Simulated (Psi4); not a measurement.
**SiCNCl2F (SMILES N#C[Si](F)(Cl)Cl): CCSD/cc-pVDZ**

Aim: the energy change on altering one bond length of SiCNCl2F at CCSD/cc-pVDZ, from 2 runs. 

The calculation is run with Psi4 1.11.

1 further run of the same task is left out (set aside as unsound or not needed).

## (1) Starting point

SiCNCl2F has 6 atoms, charge 0, and is taken as a singlet. As SMILES, `N#C[Si](F)(Cl)Cl`. Geometry: relaxed at PBE0-D4/def2-TZVP.

Bond lengths: N1–C2 1.151 Å, C2–Si3 1.830 Å, Si3–F4 1.572 Å, Si3–Cl5 2.006 Å, Si3–Cl6 2.006 Å. Angles: N1–C2–Si3 179.1°, C2–Si3–F4 107.4°, C2–Si3–Cl5 109.0°, C2–Si3–Cl6 109.0°, F4–Si3–Cl5 109.6°, F4–Si3–Cl6 109.6°, Cl5–Si3–Cl6 112.0°.

## (2) A single-point energy at CCSD/cc-pVDZ

Contents of ccl2fnsi.dat:

```
memory 2.2 GB

molecule molecule1 {
  N      1.752600    -1.361000     1.114200
  C      0.923100    -0.763300     0.585900
  Si    -0.381900     0.210300    -0.249400
  F     -1.471500    -0.801900    -0.758800
  Cl     0.422900     1.177100    -1.812500
  Cl    -1.203100     1.474700     1.074300
  symmetry c1
  no_reorient
  no_com
}

set globals {
  basis           cc-pVDZ
  reference       rhf
  puream          true
  e_convergence   1e-09
  d_convergence   1e-08
  scf_type        pk
  num_frozen_docc 18
}

energy_value = energy("ccsd")
```

The run is started by

```
$ psi4 -n 1 ccl2fnsi.dat ccl2fnsi.out
```

ccl2fnsi.out:

```text
[...]
  Running in c1 symmetry.
[...]
  Nuclear repulsion =  414.637220120483050
[...]
  Multiplicity = 1
[...]
  Nalpha       = 35
  Nbeta        = 35
[...]
    Number of basis functions: 96
[...]
   @RHF iter   1: -1399.77240630536176   -7.56799e-01   4.48961e-03 ADIIS/DIIS
[...]
   @RHF iter  13: -1399.86530649954921   -4.09273e-12   6.03549e-09 DIIS
[...]
    Orbital Energies [Eh]
    ---------------------
    Doubly Occupied:
       1A   -104.875820     2A   -104.875802     3A    -68.972922
       4A    -26.348718     5A    -15.626654     6A    -11.292575
       7A    -10.605525     8A    -10.605504     9A     -8.072644
      10A     -8.072624    11A     -8.069787    12A     -8.069773
      13A     -8.069767    14A     -8.069752    15A     -6.308587
      16A     -4.417034    17A     -4.416048    18A     -4.415204
      19A     -1.654974    20A     -1.256257    21A     -1.172808
      22A     -1.142229    23A     -0.848511    24A     -0.760377
      25A     -0.725278    26A     -0.714511    27A     -0.641949
      28A     -0.594038    29A     -0.587848    30A     -0.537951
      31A     -0.528224    32A     -0.525010    33A     -0.504071
      34A     -0.503146    35A     -0.494107
[...]
  @RHF Final Energy: -1399.86530649954921
   => Energetics <=
    Nuclear Repulsion Energy =            414.6372201204830503
    One-Electron Energy =               -2760.2529919024796072
    Two-Electron Energy =                 945.7504652824472942
    Total Energy =                      -1399.8653064995492059
[...]
 Multipole Moments:
 ------------------------------------------------------------------------------------
     Multipole            Electronic (a.u.)      Nuclear  (a.u.)        Total (a.u.)
 ------------------------------------------------------------------------------------
 L = 1.  Multiply by 2.5417464519 to convert [e a0] to [Debye]
 Dipole X            :         26.1191136          -26.5444160           -0.4253023
 Dipole Y            :        -49.8213420           50.4573883            0.6360463
 Dipole Z            :         21.5320118          -21.8365413           -0.3045295
 Magnitude           :                                                    0.8235139
[...]
      * MP2 total energy                      = -1400.679104902168319
[...]
      * CCSD total energy                     = -1400.707233235463264
[...]
```

Run time: 76 s. Hardware: 1 thread of AMD EPYC 7R43 (Zen 3), shared host; peak memory 0.71 GiB.

## (3) The distorted shape, same level

Contents of ccl2fnsi.inp:

```
memory 2200 mb

molecule mol {
  0 1
  N      1.108776    -2.134420     2.364648
  C      0.279276    -1.536720     1.836348
  Si    -1.025724    -0.563120     1.001048
  F     -2.115324    -1.575320     0.491648
  Cl     0.422900     1.177100    -1.812500
  Cl    -1.846924     0.701280     2.324748
  symmetry c1
  no_reorient
  no_com
}

set {
  basis cc-pVDZ
  puream true
  e_convergence 1e-09
  d_convergence 1e-08
  scf_type pk
  num_frozen_docc 18
}

result, w = energy("ccsd", return_wfn=True)
print_variables()
```

The run is started by

```
$ psi4 -n 1 ccl2fnsi.inp ccl2fnsi.out
```

ccl2fnsi.out:

```text
[...]
  Running in c1 symmetry.
[...]
  Nuclear repulsion =  354.778716981974128
[...]
  Multiplicity = 1
[...]
  Nalpha       = 35
  Nbeta        = 35
[...]
    Number of basis functions: 96
[...]
   @RHF iter   1: -1399.47724840653768   -1.12382e+00   5.51019e-03 DIIS/ADIIS
[...]
   @RHF iter  16: -1399.67461498039233   -1.22782e-11   7.11673e-09 DIIS
[...]
    Orbital Energies [Eh]
    ---------------------
    Doubly Occupied:
       1A   -104.934581     2A   -104.790407     3A    -69.056374
       4A    -26.406511     5A    -15.675750     6A    -11.341686
       7A    -10.662916     8A    -10.508966     9A     -8.129970
      10A     -8.126920    11A     -8.126787    12A     -7.976017
      13A     -7.973352    14A     -7.973348    15A     -6.386040
      16A     -4.494043    17A     -4.492868    18A     -4.492096
      19A     -1.707386    20A     -1.299854    21A     -1.207995
      22A     -0.988511    23A     -0.898321    24A     -0.805594
      25A     -0.771120    26A     -0.761547    27A     -0.669663
      28A     -0.625398    29A     -0.582393    30A     -0.573693
      31A     -0.549971    32A     -0.543798    33A     -0.404015
      34A     -0.403991    35A     -0.374025
[...]
  @RHF Final Energy: -1399.67461498039233
   => Energetics <=
    Nuclear Repulsion Energy =            354.7787169819741280
    One-Electron Energy =               -2639.4748541379535709
    Two-Electron Energy =                 885.0215221755873927
    Total Energy =                      -1399.6746149803921071
[...]
 Multipole Moments:
 ------------------------------------------------------------------------------------
     Multipole            Electronic (a.u.)      Nuclear  (a.u.)        Total (a.u.)
 ------------------------------------------------------------------------------------
 L = 1.  Multiply by 2.5417464519 to convert [e a0] to [Debye]
 Dipole X            :         89.6762415          -91.0269207           -1.3506792
 Dipole Y            :         26.4360383          -27.0048666           -0.5688283
 Dipole Z            :       -101.4925339          103.4026842            1.9101503
 Magnitude           :                                                    2.4076076
[...]
      * MP2 total energy                      = -1400.510963570077593
[...]
      * CCSD total energy                     = -1400.545134202031477
[...]
```

Wall time 86 s (1 thread of AMD EPYC 7R43 (Zen 3), shared host); peak memory 0.65 GiB.

## (4) Summary of results

Level: CCSD/cc-pVDZ, 18 core orbitals frozen.

| quantity | value |
| --- | --- |
| first shape: total energy | -1400.70723 Eh |
| first shape: HOMO energy (Hartree–Fock orbitals) | -13.45 eV |
| first shape: LUMO energy (Hartree–Fock orbitals) | 2.57 eV |
| first shape: HOMO–LUMO gap (Hartree–Fock orbitals) | 16.01 eV |
| first shape: correlation energy (18 core orbitals frozen) | -841.9 mEh |
| first shape: T1 diagnostic | 0.011 |
| distorted shape: total energy | -1400.54513 Eh |
| distorted shape: HOMO energy (Hartree–Fock orbitals) | -10.18 eV |
| distorted shape: LUMO energy (Hartree–Fock orbitals) | -3.15 eV |
| distorted shape: HOMO–LUMO gap (Hartree–Fock orbitals) | 7.03 eV |
| distorted shape: correlation energy (18 core orbitals frozen) | -870.5 mEh |
| distorted shape: T1 diagnostic | 0.034 |
| energy change with the Si3–Cl5 bond stretched from 2.006 to 3.611 Å | 4.411 eV |

What this shows: One bond (distorted shape) is far stretched, which a spin-restricted single reference describes badly; a broken-symmetry solution may lie lower. With the Si3–Cl5 bond stretched from 2.006 to 3.611 Å the energy rises by 4.41 eV (102 kcal/mol). The first shape isn't relaxed at this level, so the change isn't measured from a minimum. A restricted reference can't describe the breaking bond well at this length. With no_com the log's rotational constants are taken about the origin, not the centre of mass, so they aren't the molecule's. The T1 diagnostic (distorted shape) of 0.034 is above the customary mark for such species, so a single reference may not serve.
